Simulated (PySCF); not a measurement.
# H14NdO7 (Nd(H2O)73+): the cost of one run

Program: PySCF 2.14.0. Level of theory: B3LYP, Nd lcecp-1-SVP with ECP49, O def2-SVP, H def2-SVP; scalar-relativistic core potentials, no spin–orbit coupling. These are calculated values, not measurements.

1 further run of the same task is left out (for a known fault of the program).

### Step 1. The starting structure

22 atoms, charge 3, spin multiplicity 1.

Bond lengths: Nd1–O2 2.542 Å, Nd1–O5 2.542 Å, Nd1–O8 2.542 Å, Nd1–O11 2.543 Å, Nd1–O14 2.542 Å, Nd1–O17 2.542 Å, Nd1–O20 2.543 Å, O2–H3 0.970 Å, O2–H4 0.970 Å, O5–H6 0.970 Å, O5–H7 0.970 Å, O8–H9 0.970 Å, O8–H10 0.970 Å, O11–H12 0.970 Å, O11–H13 0.970 Å, O14–H15 0.970 Å, O14–H16 0.970 Å, O17–H18 0.970 Å and more. Angles: O2–Nd1–O5 180.0°, O2–Nd1–O8 90.0°, O2–Nd1–O11 90.0°, O2–Nd1–O14 90.0°, O2–Nd1–O17 90.0°, O2–Nd1–O20 90.0°, O5–Nd1–O8 90.0°, O5–Nd1–O11 90.0°, O5–Nd1–O14 90.0°, O5–Nd1–O17 90.0°, O5–Nd1–O20 90.0°, O8–Nd1–O11 72.0°, O8–Nd1–O14 144.0°, O8–Nd1–O17 144.0°, O8–Nd1–O20 72.0°, O11–Nd1–O14 72.0°, O11–Nd1–O17 144.0°, O11–Nd1–O20 144.0° and more.

As a file:

```
Nd    0.00000    0.00000    0.00000
O     0.00000    0.00000    2.54250
H     0.77000    0.00000    3.13250
H    -0.77000    0.00000    3.13250
O     0.00000    0.00000   -2.54250
H     0.77000    0.00000   -3.13250
H    -0.77000    0.00000   -3.13250
O     2.54250    0.00000    0.00000
H     3.13250    0.00000    0.77000
H     3.13250    0.00000   -0.77000
O     0.78570    2.41810    0.00000
H     0.96800    2.97920    0.77000
H     0.96800    2.97920   -0.77000
O    -2.05690    1.49440    0.00000
H    -2.53420    1.84120    0.77000
H    -2.53420    1.84120   -0.77000
O    -2.05690   -1.49440    0.00000
H    -2.53420   -1.84120    0.77000
H    -2.53420   -1.84120   -0.77000
O     0.78570   -2.41810    0.00000
H     0.96800   -2.97920    0.77000
H     0.96800   -2.97920   -0.77000
```

Formal oxidation states: Nd +3. Each metal's 3 4f electrons lie in its core potential, so multiplicities, spins and levels count the valence alone.

### Step 2. SCF at the start, singlet

Contents of run.py (the lines that set the calculation):

```python
mol = gto.M(atom='''
Nd     0.00000     0.00000     0.00000
O      0.00000     0.00000     2.54250
H      0.77000     0.00000     3.13250
H     -0.77000     0.00000     3.13250
O      0.00000     0.00000    -2.54250
H      0.77000     0.00000    -3.13250
H     -0.77000     0.00000    -3.13250
O      2.54250     0.00000     0.00000
H      3.13250     0.00000     0.77000
H      3.13250     0.00000    -0.77000
O      0.78570     2.41810     0.00000
H      0.96800     2.97920     0.77000
H      0.96800     2.97920    -0.77000
O     -2.05690     1.49440     0.00000
H     -2.53420     1.84120     0.77000
H     -2.53420     1.84120    -0.77000
O     -2.05690    -1.49440     0.00000
H     -2.53420    -1.84120     0.77000
H     -2.53420    -1.84120    -0.77000
O      0.78570    -2.41810     0.00000
H      0.96800    -2.97920     0.77000
H      0.96800    -2.97920    -0.77000''',
    basis={'Nd': 'lcecp-1-SVP', 'O': 'def2-SVP', 'H': 'def2-SVP'},
    ecp={'Nd': 'lcecp-1-SVP'},
    charge=3, spin=0)
mf = dft.RKS(mol, xc='B3LYP')
mf.grids.atom_grid = (50, 194)  # f atoms: unpruned, at least (60, 302)
mf = mf.density_fit()  # fitting sets: Nd AutoAux, O def2-universal-JKFIT, H def2-universal-JKFIT
mf.conv_tol = 1e-08; mf.max_cycle = 55
mf.kernel(dm0)  # dm0: free metal ions and neutral atoms
```

Started as:

```console
> OMP_NUM_THREADS=4 python run.py
```

What time and memory should one allow on 4 threads of Arm Neoverse V1, shared host?

About 10 s, with a peak of 1.6 GiB.
